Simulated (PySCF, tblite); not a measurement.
# C₅H₆BF₃O₂: geometry, infrared bands, NMR shifts, spin-spin couplings and electronic excitations

Aim: predict the infrared bands, NMR shifts, spin-spin couplings and electronic excitations of C₅H₆BF₃O₂ (`FC(F)=C(F)[C@H]1CCOBO1`).

Programs: tblite 0.8.0 and PySCF 2.14.0, with density-fitted response routines of our own. Each step states its level of theory. These are calculated values for one molecule in the gas phase, unless marked as measured. Atoms count from 0, in the outputs and in this text.

## 1. The molecule as given

17 atoms, charge 0, multiplicity 1; geometry from: force field or distance geometry start.

Bonds of the start (Å): F0–C1 1.32, C1–F2 1.34, C1–C3 1.33, C3–F4 1.35, C3–C5 1.51, C5–C6 1.54, C6–C7 1.52, C7–O8 1.42, O8–B9 1.34, B9–O10 1.36, O10–C5 1.40, C5–H11 1.10, C6–H12 1.09, C6–H13 1.09, C7–H14 1.10, C7–H15 1.09, B9–H16 1.16.

## 2. Optimising the geometry with GFN2-xTB

Job settings and geometry (Å):

```
{"job": {"kind": "relax", "xc": "GFN2-xTB", "basis": "xTB"}, "charge": 0, "multiplicity": 1}
F      2.420400    -1.658200    -0.019700
C      2.580100    -0.433300     0.449500
F      3.887300    -0.178300     0.596900
C      1.609400     0.419200     0.749600
F      1.944900     1.634800     1.221900
C      0.119200     0.189400     0.636100
C     -0.434700     0.913800    -0.604400
C     -1.907400     0.553400    -0.734400
O     -2.098500    -0.854700    -0.727400
B     -1.231900    -1.647200    -0.081800
O     -0.150900    -1.188600     0.597700
H     -0.336000     0.618100     1.547000
H     -0.309500     1.988900    -0.492400
H      0.105700     0.555400    -1.486100
H     -2.495700     0.995000     0.086800
H     -2.318200     0.922500    -1.674200
H     -1.405300    -2.793900    -0.095000
```

Launch:

```console
$ OMP_NUM_THREADS=2 python probes_run.py task.json out
```

One launch serves the whole session: the jobs run in the order shown.

**Question.** This job is followed by: GFN2-xTB harmonic vibrations, gas phase; PBE0-D3(BJ)/def2-SVP geometry optimisation, gas phase; GIAO PBE0/pcSseg-1 NMR shielding, non-relativistic, gas phase; B3LYP/pcJ-1 indirect spin-spin coupling, non-relativistic, gas phase; TDDFT PBE0/def2-SVPD, vertical, gas phase, core orbitals frozen in the response; GIAO CAM-B3LYP/pcSseg-2 NMR shielding, non-relativistic, gas phase. Predict these results of the whole session: strongest single infrared mode (GFN2-xTB); zero-point energy (GFN2-xTB); point group; rotational constants (main isotopes); 13C shifts against TMS (PBE0/pcSseg-1); 1H shifts against TMS (PBE0/pcSseg-1); 19F shifts against CFCl3 (PBE0/pcSseg-1); 17O shifts against H2O (PBE0/pcSseg-1); 11B shifts against BF3·OEt2 (PBE0/pcSseg-1); largest coupling of the table (B3LYP/pcJ-1); lowest singlet (PBE0/def2-SVPD); brightest single state of those computed; lowest triplet; range of the shift of C3.

The runs gave:

| quantity | value |
| --- | --- |
| strongest single infrared mode (GFN2-xTB) | 1235 cm⁻¹, 261 km/mol |
| zero-point energy (GFN2-xTB) | 70.8 kcal/mol |
| point group | C1 |
| rotational constants (main isotopes) | 2.15, 0.70, 0.63 GHz |
| 13C shifts against TMS (PBE0/pcSseg-1) | 163.5, 137.9, 70.2, 62.1, 33.3 ppm |
| 1H shifts against TMS (PBE0/pcSseg-1) | 4.45, 4.18, 4.02, 4.01, 1.94, 1.75 ppm |
| 19F shifts against CFCl3 (PBE0/pcSseg-1) | -97.3, -116.6, -184.4 ppm |
| 17O shifts against H2O (PBE0/pcSseg-1) | 145.1, 129.9 ppm |
| 11B shifts against BF3·OEt2 (PBE0/pcSseg-1) | 24.1 ppm |
| largest coupling of the table (B3LYP/pcJ-1) | 1J(C,F) C1–F2, -370.2 Hz |
| lowest singlet (PBE0/def2-SVPD) | 6.60 eV (188 nm), f = 0.008 |
| brightest single state of those computed | state 4, 7.37 eV, f = 0.271 |
| lowest triplet | 4.33 eV |
| range of the shift of C3 | 137.9 to 145.6 ppm |

In words: The optimisation took 74 steps and gained 0.022 eV; among the close pairs (by a distance rule), C1–F2 changed most, from 1.340 to 1.324 Å (GFN2-xTB). All 45 modes are real, so the xTB geometry is a minimum. The strongest single mode, at 1235 cm⁻¹, is spread over many atoms; the largest shares are those of B9, H12. Unscaled tight-binding wavenumbers are off by several per cent, some by more. Its intensities can rank the bands wrongly. The optimisation took 7 steps and gained 0.188 eV; among the close pairs (by a distance rule), B9–H16 changed most, from 1.150 to 1.204 Å (PBE0/def2-SVP). No frequency check was run at this level, so the end point may be a saddle. The most deshielded hydrogen is H11 (hydrogen on an allylic sp3 CH bonded to O), at 4.45 ppm: its carbon carries O, hence the downfield position. At PBE0/pcSseg-1: The largest span, 271 ppm, is at O8, where the paramagnetic term is -188 ppm. Of the pairs tabulated at B3LYP/pcJ-1, C1–F2 couples most strongly (-370.2 Hz; Fermi contact -336.0 Hz). Couplings across rotatable bonds belong to this one conformer; where others are populated, the observed values are averages. Density functionals describe couplings to fluorine poorly, F–F couplings above all, so those rows are rough. The first singlet state (HOMO→LUMO+2 0.36, HOMO→LUMO+3 0.33) lies at 6.60 eV and is weak; of the 10 states computed, the strongest absorption comes from state 4 at 7.37 eV. The lowest triplet lies 2.28 eV below the lowest singlet (triplets in Tamm-Dancoff, singlets in full TDDFT).
